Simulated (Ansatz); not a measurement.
# ClFH₃NSn: basis-set convergence

One table from this session's results is given with a row withheld; the runs are named, their logs left out.

The runs use Ansatz 0.2.0, Gaussian basis; one geometry, several basis sets.

Levels to be run: PBE0-D4/def2-SVP; ωB97M-V/def2-SVP; PBE0-D4/def2-QZVPP; ωB97M-V/def2-QZVPP; the functionals' def2-TZVPP values are taken from earlier runs.

## The relaxed structure

All runs share one geometry, relaxed beforehand with PBE0-D4 in a triple-zeta def2 set. Sn takes the def2 core potential; no spin-orbit term is included.

SMILES `[NH2][SnH]([F])[Cl]`, 7 atoms, charge 0, spin multiplicity 1.

Atoms are counted from 1 here; the program's logs count them from 0.

Bond lengths: N1–Sn2 1.996 Å, N1–H5 1.013 Å, N1–H6 1.012 Å, Sn2–F3 1.920 Å, Sn2–Cl4 2.306 Å, Sn2–H7 1.691 Å. Angles: Sn2–N1–H5 112.3°, Sn2–N1–H6 113.8°, H5–N1–H6 108.3°, N1–Sn2–F3 110.0°, N1–Sn2–Cl4 106.1°, N1–Sn2–H7 116.5°, F3–Sn2–Cl4 105.4°, F3–Sn2–H7 106.0°, Cl4–Sn2–H7 112.5°.

Set-up of the first run:

Contents of in.yaml:

```yaml
crystal:
  periodic: [false, false, false]
  atoms:
    - {symbol: N, position_ang: [-0.648091, 1.112535, 0.294321]}
    - {symbol: Sn, position_ang: [0.507402, -0.500788, 0.079690]}
    - {symbol: F, position_ang: [0.969555, -0.735406, -1.768897]}
    - {symbol: Cl, position_ang: [-0.817604, -2.310747, 0.612487]}
    - {symbol: H, position_ang: [-1.606334, 0.939301, 0.016967]}
    - {symbol: H, position_ang: [-0.313535, 1.925280, -0.208342]}
    - {symbol: H, position_ang: [1.969807, -0.498174, 0.927974]}
basis:
  gaussian: {orbitals: def2-SVP}
hamiltonian: {xc: pbe0, dispersion: d4}
output: {orbitals: {seedname: orbitals}}
```

Steps of the session up to this table: PBE0-D4 in def2-SVP; ωB97M-V in def2-SVP; PBE0-D4 in def2-QZVPP; ωB97M-V in def2-QZVPP.

One of the session's tables, all rows but one given; the rest of the session is left out.

It belongs to the step «Density functionals: the series». 

| functional | basis | HOMO (eV) |
| --- | --- | --- |
| PBE0-D4 | def2-SVP | -8.06 |
| PBE0-D4 | def2-TZVPP | -8.32 |
| PBE0-D4 | def2-QZVPP | -8.36 |
| ωB97M-V | def2-SVP | ? |
| ωB97M-V | def2-TZVPP | -10.71 |
| ωB97M-V | def2-QZVPP | -10.75 |

Estimate the missing values for ωB97M-V, def2-SVP.

The run gave: HOMO (eV): -10.42. In the column «HOMO (eV)» it lies between ωB97M-V, def2-TZVPP (-10.71) and PBE0-D4, def2-QZVPP (-8.36).
